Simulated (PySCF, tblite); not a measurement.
**C₆H₈FO₂ radical: geometry, infrared bands and EPR parameters**

Wanted: the infrared bands and EPR parameters of C₆H₈FO₂ radical (`C=C([CH]F)COC(C)=O`), by calculation.

Computed with tblite 0.8.0 and PySCF 2.14.0, with density-fitted response routines of our own, on a single molecule in the gas phase. Atoms are numbered from 0 throughout.

### 1 Starting geometry

17 atoms, charge 0, multiplicity 2; geometry from: force field or distance geometry start.

Bonds of the start (Å): C0–C1 1.36, C1–C2 1.42, C2–F3 1.36, C1–C4 1.50, C4–O5 1.43, O5–C6 1.36, C6–C7 1.50, C6–O8 1.21, C0–H9 1.07, C0–H10 1.09, C2–H11 1.08, C4–H12 1.10, C4–H13 1.09, C7–H14 1.09, C7–H15 1.08, C7–H16 1.09.

### 2 Optimising the geometry with GFN2-xTB

The job: settings as JSON, then the geometry in Å.

```
{"job": {"kind": "relax", "xc": "GFN2-xTB", "basis": "xTB"}, "charge": 0, "multiplicity": 2}
C     -0.218800    -1.596900     1.567300
C     -1.117700    -0.959700     0.768100
C     -2.495300    -1.312100     0.851100
F     -3.403700    -0.679800     0.054900
C     -0.767300     0.118300    -0.214100
O      0.637800     0.388900    -0.217400
C      1.021500     1.359200    -1.096000
C      2.508000     1.572000    -1.009900
O      0.279100     1.967000    -1.839300
H      0.827300    -1.356300     1.542000
H     -0.529700    -2.368500     2.268500
H     -2.971300    -2.049600     1.485800
H     -1.065700    -0.205100    -1.217000
H     -1.301000     1.038700     0.037200
H      2.774100     1.900400    -0.005600
H      2.792100     2.347500    -1.711600
H      3.023500     0.646400    -1.273900
```

The run is started by

```
OMP_NUM_THREADS=1 python probes_run.py task.json out
```

The driver reads the jobs from task.json and runs them one after another.

Log:

```text
step      E/eV     max force
  0    -808.51067    1.821
  1    -808.57380    1.134
  2    -808.58608    0.656
  3    -808.59418    0.202
  4    -808.59902    0.197
  5    -808.60474    0.285
  6    -808.60751    0.167
  7    -808.60895    0.102
  8    -808.60969    0.092
  9    -808.61040    0.084
 10    -808.61111    0.093
 11    -808.61174    0.058
 12    -808.61224    0.053
 13    -808.61265    0.050
 14    -808.61304    0.054
 15    -808.61343    0.051
 16    -808.61381    0.066
 17    -808.61417    0.071
 18    -808.61451    0.052
 19    -808.61492    0.051
 20    -808.61542    0.068
 21    -808.61597    0.072
 22    -808.61647    0.059
 23    -808.61692    0.053
 24    -808.61734    0.052
 25    -808.61770    0.057
 26    -808.61797    0.045
 27    -808.61818    0.032
 28    -808.61839    0.040
 29    -808.61864    0.057
 30    -808.61888    0.052
 31    -808.61907    0.030
 32    -808.61925    0.035
 33    -808.61944    0.042
 34    -808.61962    0.041
 35    -808.61973    0.021
 36    -808.61978    0.017
 37    -808.61982    0.019
 38    -808.61987    0.022
 39    -808.61991    0.016
 40    -808.61993    0.012
 41    -808.61995    0.011
 42    -808.61996    0.013
 43    -808.61998    0.012
 44    -808.61999    0.006
```

Wall time 0.43 s (1 thread of Arm Neoverse N1, shared host); peak memory 0.18 GiB.

Step by step: (not every step is listed)

```
step  energy from step 0 (eV)  largest force (eV/Å)
   0                   0.0000                1.8214
   1                  -0.0631                1.1343
   2                  -0.0754                0.6557
   3                  -0.0835                0.2018
   4                  -0.0883                0.1967
   5                  -0.0941                0.2854
   6                  -0.0968                0.1671
   7                  -0.0983                0.1019
   8                  -0.0990                0.0925
  11                  -0.1011                0.0578
  14                  -0.1024                0.0540
  17                  -0.1035                0.0708
  20                  -0.1047                0.0683
  23                  -0.1063                0.0530
  26                  -0.1073                0.0453
  29                  -0.1080                0.0568
  32                  -0.1086                0.0350
  35                  -0.1091                0.0214
  38                  -0.1092                0.0221
  39                  -0.1092                0.0163
  40                  -0.1093                0.0116
  41                  -0.1093                0.0106
  42                  -0.1093                0.0127
  43                  -0.1093                0.0117
  44                  -0.1093                0.0057
```

Distances of close pairs at the start and the end, largest changes first:

```
  bond  before (Å)  after (Å)  change (Å)
 C1–C2       1.424      1.380      -0.044
 O5–C6       1.364      1.339      -0.025
 C2–F3       1.363      1.341      -0.023
C0–H10       1.088      1.074      -0.014
 C6–O8       1.214      1.201      -0.013
 C4–O5       1.431      1.421      -0.010
 C1–C4       1.500      1.509      +0.010
 C0–C1       1.361      1.370      +0.009
```

The next job starts from the end point, and lists it.

### 3 Vibrational analysis with GFN2-xTB

The job: settings as JSON, then the geometry in Å.

```
{"job": {"kind": "ir", "xc": "GFN2-xTB", "basis": "xTB"}, "charge": 0, "multiplicity": 2}
C     -0.183601    -1.542846     1.525418
C     -1.148787    -0.948503     0.755456
C     -2.477180    -1.309547     0.852748
F     -3.411598    -0.719840     0.093433
C     -0.809636     0.133494    -0.240817
O      0.585564     0.403825    -0.232454
C      1.011826     1.347799    -1.081685
C      2.502158     1.530212    -0.970878
O      0.285293     1.953106    -1.822122
H      0.843927    -1.250189     1.437048
H     -0.438959    -2.311748     2.230500
H     -2.875335    -2.061087     1.512629
H     -1.114806    -0.171264    -1.250304
H     -1.360015     1.053390    -0.004230
H      2.757522     1.814683     0.046863
H      2.827457     2.298856    -1.664651
H      2.999172     0.590059    -1.196864
```

Log:

```text
mode    cm-1     km/mol
  1     -25.6      0.02
  2     -11.7      1.12
  3      14.4      0.44
  4      99.4      0.22
  5     178.4      5.65
  6     194.6      6.97
  7     217.7      4.44
  8     263.2      7.70
  9     385.3      5.72
 10     441.6      4.35
 11     450.5      2.21
 12     528.2      2.40
 13     570.1      2.23
 14     579.7     14.97
 15     617.6      8.35
 16     628.3     14.29
 17     767.6     38.64
 18     895.0     12.15
 19     935.3      0.25
 20     962.7      0.81
 21     964.5     26.73
 22     993.8      9.19
 23    1007.4     37.47
 24    1086.6     57.90
 25    1135.3     88.66
 26    1202.0    454.86
 27    1204.7      4.58
 28    1225.6      4.56
 29    1322.7     16.46
 30    1358.2      1.77
 31    1366.9     42.82
 32    1444.3     20.25
 33    1445.2      9.79
 34    1448.6      7.55
 35    1460.8     74.59
 36    1485.2      2.82
 37    1786.8    442.62
 38    2899.1     12.59
 39    2930.2      9.89
 40    3036.6      5.75
 41    3041.7      2.28
 42    3071.6      7.56
 43    3115.9     12.96
 44    3135.5     16.01
 45    3186.0      8.61
```

Wall time 0.87 s (1 thread of Arm Neoverse N1, shared host); peak memory 0.18 GiB.

Which atoms move in the most intense modes:

```
cm⁻¹  km/mol                                  atoms
 768    38.6             H9 38 %, H10 36 %, C0 24 %
1007    37.5   H16 26 %, H14 26 %, C6 24 %, C7 17 %
1087    57.9                       C4 42 %, O5 40 %
1135    88.7             C2 31 %, F3 27 %, H11 25 %
1202   454.9             C6 60 %, O5 19 %, H15 10 %
1367    42.8  H14 26 %, H16 26 %, H15 22 %, C7 20 %
1461    74.6                       C2 44 %, C1 42 %
1787   442.6                       C6 63 %, O8 35 %
```

### 4 EPR parameters: B3LYP/pcH-1

The job, as its differences from that of step 3:

```diff
@@ -1,2 +1,2 @@
-{"job": {"kind": "ir", "xc": "GFN2-xTB", "basis": "xTB"}, "charge": 0, "multiplicity": 2}
+{"job": {"kind": "epr", "basis": "pcH-1"}, "charge": 0, "multiplicity": 2}
 C     -0.183601    -1.542846     1.525418
```

Method: UKS B3LYP, pcH-1 on C F H O, non-relativistic, mean-field spin-orbit, GIAO.

Log:

```text
UKS, coarse grid
  cycle   1  E = -483.51334688  |g| = 7.56e-01
  cycle   2  E = -483.04300180  |g| = 1.36e+00
  cycle   3  E = -483.70208300  |g| = 2.29e-01
  cycle   4  E = -483.71930818  |g| = 9.27e-02
  cycle   5  E = -483.72207140  |g| = 2.87e-02
  cycle   6  E = -483.72247699  |g| = 7.73e-03
  cycle   7  E = -483.72252274  |g| = 4.57e-03
  cycle   8  E = -483.72253904  |g| = 2.09e-03
  cycle   9  E = -483.72254294  |g| = 7.40e-04
UKS, final grid
  cycle   1  E = -483.72257948  |g| = 1.04e-03
  cycle   2  E = -483.72257859  |g| = 1.86e-03
  cycle   3  E = -483.72257989  |g| = 3.17e-04
  cycle   4  E = -483.72257993  |g| = 4.50e-05
  cycle   5  E = -483.72257993  |g| = 2.80e-05
E = -483.72257993 Eh   <S^2> = 0.7769 (exact 0.7500)
g shifts (ppm)      1          2          3
  rmc          -181       -181       -181
  gc             -3         46         37
  oz_so         -23       1509       2167
  total        -207       1373       2023
hyperfine (MHz)  atom isotope    a_iso     a_fc   dipolar eigenvalues
    0   13C      52.39      52.39    -50.36    -48.59     98.95
    1   13C     -49.96     -49.96    -29.48     12.26     17.22
    2   13C      66.48      66.48    -57.51    -56.98    114.49
    3   19F     104.59     104.59   -196.58   -166.37    362.96
    4   13C       6.21       6.21     -1.04     -0.04      1.08
    5   17O       0.31       0.31     -0.35     -0.21      0.57
    6   13C       0.19       0.19     -0.19     -0.15      0.34
    7   13C      -0.08      -0.08     -0.11     -0.11      0.22
    8   17O      -0.04      -0.04     -0.16      0.00      0.16
    9    1H     -42.29     -42.29    -24.65     -0.25     24.90
   10    1H     -38.71     -38.71    -20.66     -1.76     22.42
   11    1H     -46.46     -46.46    -23.61     -2.51     26.12
   12    1H     -16.44     -16.44     -2.29     -1.08      3.38
   13    1H     -16.37     -16.37     -2.29     -1.09      3.38
   14    1H       0.05       0.05     -0.48     -0.46      0.94
   15    1H      -0.01      -0.01     -0.28     -0.26      0.55
   16    1H       0.05       0.05     -0.48     -0.46      0.94
```

Wall time 2.6 min (1 thread of Arm Neoverse N1, shared host); peak memory 1.1 GiB.

Principal g values 2.00211, 2.00369, 2.00434; g(iso) = 2.00338, against 2.00232 for a free electron.

Mean a(iso) over the nuclei that a row names, and the largest dipolar term of the row (other rows stand at the frozen geometry):

```
       nuclei  isotope  a(iso) (MHz)  a(iso) (G, at g = 2.0023)  largest dipolar term (MHz)
           F3      19F         104.6                       37.3                       363.0
           C2      13C          66.5                       23.7                       114.5
           C0      13C          52.4                       18.7                        99.0
           C1      13C         -50.0                      -17.8                       -29.5
          H11       1H         -46.5                      -16.6                        26.1
           H9       1H         -42.3                      -15.1                        24.9
          H10       1H         -38.7                      -13.8                        22.4
     H12, H13       1H         -16.4                       -5.9                         3.4
           C4      13C           6.2                        2.2                         1.1
           O5      17O           0.3                        0.1                         0.6
           C6      13C           0.2                        0.1                         0.3
           C7      13C          -0.1                        0.0                         0.2
           O8      17O           0.0                        0.0                        -0.2
H14, H15, H16       1H           0.0                        0.0                         0.9
```

Mulliken spin populations:

C0 0.67; C1 -0.26; C2 0.63; F3 0.05; C4 0.01; O5 0.00; C6 0.00; C7 0.00; O8 0.00; H9 -0.03; H10 -0.03; H11 -0.03; H12 -0.01; H13 -0.01; H14 0.00; H15 0.00; H16 0.00

In first order the couplings over 0.8 MHz of 19F, 1H give 48 distinct lines over 94.5 G, if the averaged nuclei exchange fast.

Orbitals, density, ELF and potential are computed afterwards from the orbital file.

ELF in a plane through or near 13 of the atoms.

Ten even steps from '0' (0.00) to '9' (1.00):
```
0000000000000000000000000000
0000000000000000000000000000
0000000000000000000000000000
0000000001110000000000000000
0000000357763000002443100000
0000000688885000006887400000
0000000486482154107778500000
0000550047850365202774100000
0005998133242412523323210000
0007999688285848939329995000
0005999528273736496659996000
0000234453068702785108982000
0000013652036115425200110000
0000001321000189458970000000
0000000000000899869995000000
0000000000000899549995000000
0000000000000132005760000000
0000000000000000000000000000
0000000000000000000000000000
0000000000000000000000000000
```
The map spans 13.1 Å across and 9.5 Å up, centred on the molecule. Atoms in the plane (x, y in Å): C0 (1.6, -1.6), C1 (1.7, -0.2), C2 (2.9, 0.4), F3 (3.0, 1.8), C4 (0.5, 0.7), O5 (-0.7, -0.1), C6 (-1.9, 0.6), C7 (-3.0, -0.3), O8 (-1.9, 1.8), H9 (0.6, -2.0), H10 (2.5, -2.2), H11 (3.9, -0.1), H15 (-4.0, 0.2).

log10 of the density (e/Å³) in the same plane.

Values, 10 rows by 14 columns:
```
-4.0 -4.0 -4.0 -4.0 -4.0 -4.0 -4.0 -4.0 -4.0 -4.0 -4.0 -4.0 -4.0 -4.0
-4.0 -4.0 -4.0 -4.0 -3.1 -2.7 -3.4 -3.9 -4.0 -3.8 -3.3 -4.0 -4.0 -4.0
-4.0 -4.0 -4.0 -2.6 -1.0 -0.5 -1.4 -2.2 -2.4 -1.2 -0.7 -1.7 -4.0 -4.0
-4.0 -3.8 -2.7 -1.8  0.0  1.0 -0.7 -0.5 -1.0 -0.2  2.1 -0.8 -3.1 -4.0
-4.0 -2.9 -1.4 -0.6 -0.3  0.6 -0.3  0.6 -0.1 -0.2  0.2 -0.9 -2.4 -4.0
-4.0 -2.7 -1.1  0.2  0.3 -0.2  1.5 -0.2  0.2  0.3  0.0 -0.1 -2.0 -3.9
-4.0 -3.3 -2.1 -0.8 -0.4 -1.4 -0.9 -0.9  0.2 -0.1 -1.2 -1.8 -2.9 -4.0
-4.0 -4.0 -3.2 -2.2 -2.0 -2.6 -2.3 -0.5 -0.1  0.2 -0.8 -2.6 -4.0 -4.0
-4.0 -4.0 -4.0 -3.8 -3.7 -4.0 -3.3 -2.1 -1.8 -1.6 -2.0 -3.4 -4.0 -4.0
-4.0 -4.0 -4.0 -4.0 -4.0 -4.0 -4.0 -3.9 -3.6 -3.5 -3.8 -4.0 -4.0 -4.0
```
The map spans 13.1 Å across and 9.5 Å up, centred on the molecule. Atoms in the plane (x, y in Å): C0 (1.6, -1.6), C1 (1.7, -0.2), C2 (2.9, 0.4), F3 (3.0, 1.8), C4 (0.5, 0.7), O5 (-0.7, -0.1), C6 (-1.9, 0.6), C7 (-3.0, -0.3), O8 (-1.9, 1.8), H9 (0.6, -2.0), H10 (2.5, -2.2), H11 (3.9, -0.1), H15 (-4.0, 0.2).

On the surface of density 0.002 e/bohr³ the electrostatic potential runs, from the 1st to the 99th percentile, from -1.64 V near O8 to 1.25 V near H11.

The spin density lies nearest to C0, C2 about 33 % each; C1 10 % (beta excess); F3 7 %.

### 5 Results

| quantity | value |
| --- | --- |
| strongest single infrared mode (GFN2-xTB) | 1202 cm⁻¹, 455 km/mol |
| zero-point energy (GFN2-xTB) | 78.7 kcal/mol |
| g(iso) (B3LYP) | 2.00338 |
| ⟨S²⟩ | 0.777 (exact 0.75) |
| largest a(iso) (averaged by class) | 19F on F3, 104.6 MHz |
| surface potential, 1st and 99th percentile | -1.64 V and 1.25 V |

The optimisation took 44 steps and gained 0.109 eV; among the close pairs (by a distance rule), C1–C2 changed most, from 1.424 to 1.380 Å. The lowest mode is imaginary (26i cm⁻¹), so the xTB geometry is not a minimum. GFN2-xTB is a fitted tight-binding method: band positions and strengths are rough. Its intensities can rank the bands wrongly. The largest spin populations lie on C0 (0.67 e), C2 (0.63 e). The isotropic g lies 1.1 ppt above the free-electron value.
